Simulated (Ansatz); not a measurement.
# CH4BClF2: the cost of one run

Method: UKS PBE0-D4/def2-SVP, in Ansatz 0.2.0.

## (1) The structure to begin with

Bond lengths: B1–Cl2 2.173 Å, B1–F3 1.322 Å, B1–F4 1.321 Å, B1–C6 1.859 Å, C6–H7 1.086 Å, C6–H8 1.088 Å, C6–H9 1.084 Å. Angles: Cl2–B1–F3 107.2°, Cl2–B1–F4 107.8°, Cl2–B1–C6 101.7°, F3–B1–F4 118.5°, F3–B1–C6 110.6°, F4–B1–C6 109.6°, B1–C6–H7 122.6°, B1–C6–H8 89.1°, B1–C6–H9 115.1°, H7–C6–H8 106.5°, H7–C6–H9 111.5°, H8–C6–H9 108.1°.

As a file:

```xyz
9

B    -0.7381   -0.2167   -0.5002
Cl   -0.2382   -2.3216   -0.2998
F    -0.6496    0.0858   -1.7844
F    -1.8888   -0.0148    0.1169
H     0.3879   -0.7597    0.2090
C     0.6342    0.5907    0.4593
H     1.6801    0.4891    0.1842
H     0.3079    1.5563    0.0793
H     0.5047    0.5909    1.5358
```

## (2) Pulling towards end A

Springs on the bonds that form and break draw the guess towards this end; the thresholds are loose.

input.yaml reads:

```yaml
crystal:
  periodic: [false, false, false]
  atoms:
    - { symbol: B, position_ang: [-0.7381, -0.2167, -0.5002] }
    - { symbol: Cl, position_ang: [-0.2382, -2.3216, -0.2998] }
    - { symbol: F, position_ang: [-0.6496, 0.0858, -1.7844] }
    - { symbol: F, position_ang: [-1.8888, -0.0148, 0.1169] }
    - { symbol: H, position_ang: [0.3879, -0.7597, 0.209] }
    - { symbol: C, position_ang: [0.6342, 0.5907, 0.4593] }
    - { symbol: H, position_ang: [1.6801, 0.4891, 0.1842] }
    - { symbol: H, position_ang: [0.3079, 1.5563, 0.0793] }
    - { symbol: H, position_ang: [0.5047, 0.5909, 1.5358] }
magnetization:
  spin_polarized: true
basis:
  gaussian: { orbitals: def2-SVP }
hamiltonian:
  xc: pbe0
  dispersion: d4
relax:
  f_tol: 0.15
  max_steps: 25
  restrain:
    - { distance: [0, 5], at: 2.9, k: 30.0 }
    - { distance: [4, 1], at: 2.63, k: 30.0 }
    - { distance: [0, 1], at: 1.86, k: 30.0 }
    - { distance: [4, 5], at: 1.07, k: 30.0 }
```

The run is started by

```console
$ ansatz run input.yaml --threads 2 --pin off --max-ram 3072MiB --backend cpu --events-out ev --progress --plain --runs-dir out
```

**Question.** How long does this run take on 2 threads of Arm Neoverse V1, shared host, and how much memory does it need?

About 36 s, with a peak of 0.27 GiB.
